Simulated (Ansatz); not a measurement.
# ZrH2 (triplet): the correlation ladder, def2-TZVP

How much of the correlation energy of ZrH2 (triplet) does each wave-function method recover here?

The runs use Ansatz 0.2.0, Gaussian basis; def2-TZVP, core rule «outside noble gas», up to 4 orbitals frozen.

The runs, in order: UHF; CCSD(T) on ROHF; CCSD(T) on UHF; CISD; CCSDT(Q) on ROHF; CCSDT(Q) on UHF; CISDTQ; Full CI.

16 further runs of the same task are left out: 10 for a known fault of the program, 2 that didn't finish, 4 set aside as unsound or not needed.

## 1. The system

The geometry is a PBE0/def2-TZVP stationary point (not a proven minimum). No spin-orbit coupling is included. Elements past krypton take def2 core potentials.

3 atoms, charge 0, spin multiplicity 3.

Atoms are counted from 1 here; the program's logs count them from 0.

Bond lengths: Zr1–H2 1.963 Å, Zr1–H3 1.963 Å. Angles: H2–Zr1–H3 180.0°.

## 2. UHF

in.yaml reads:

```yaml
crystal:
  periodic: [false, false, false]
  atoms:
    - {symbol: Zr, position_ang: [0.000000, 0.000000, 0.000000]}
    - {symbol: H, position_ang: [0.000000, 0.000000, -1.963300]}
    - {symbol: H, position_ang: [0.000000, 0.000000, 1.963300]}
basis:
  gaussian: {orbitals: def2-TZVP}
magnetization: {spin_polarized: true, initial_magnetization: 2}
hamiltonian: {xc: hf}
output: {orbitals: {seedname: orbitals}}
```

Started as:

```console
> ansatz run in.yaml --threads 1 --pin off --events-out ev --progress --plain --max-ram 2816MiB --backend cpu
```

The runs that follow: CCSD(T) on ROHF; CCSD(T) on UHF; CISD; CCSDT(Q) on ROHF; CCSDT(Q) on UHF; CISDTQ; Full CI.

**Question.** What will the summary of the whole plan be? Wanted: FCI below the RHF energy; RMP2 from FCI; UMP2 from FCI; RCCSD from FCI; RCCSD(T) from FCI; UCCSD(T) from FCI; RCCSDT(Q) from FCI; UCCSDT(Q) from FCI; T1 diagnostic.

As calculated:

```
                         quantity                                       value
         FCI below the RHF energy                                  -2.2524 eV
                    RMP2 from FCI                                +52.9 kJ/mol
                    UMP2 from FCI                                +45.7 kJ/mol
                   RCCSD from FCI                                 +5.3 kJ/mol
                RCCSD(T) from FCI                                 +1.6 kJ/mol
                UCCSD(T) from FCI                                 -5.4 kJ/mol
               RCCSDT(Q) from FCI                                  0.0 kJ/mol
               UCCSDT(Q) from FCI                                 -7.0 kJ/mol
levels within 1 kcal/mol (43 meV)  UCCSD, RCCSD(T), RCCSDT, CISDTQ, RCCSDT(Q)
                    T1 diagnostic                                       0.014
   effectively unpaired electrons                                        2.03
```

What this shows: RCCSD(T) lands +1.6 kJ/mol from the yardstick (0.7 % of the correlation energy). CCSD(T) misses by +1.6 kJ/mol on the restricted determinant and by -5.4 kJ/mol on the unrestricted one; the two need not hold the same state or core. UCCSD, UCCSD(T), UCCSDT, UCCSDT(Q) fall below full CI: unrestricted runs freeze a spin-polarised core, another one than full CI's, and coupled cluster isn't variational. One determinant dominates. These misses are within one basis, not against nature; the frozen cores of restricted and unrestricted runs differ, which can shift their rows.
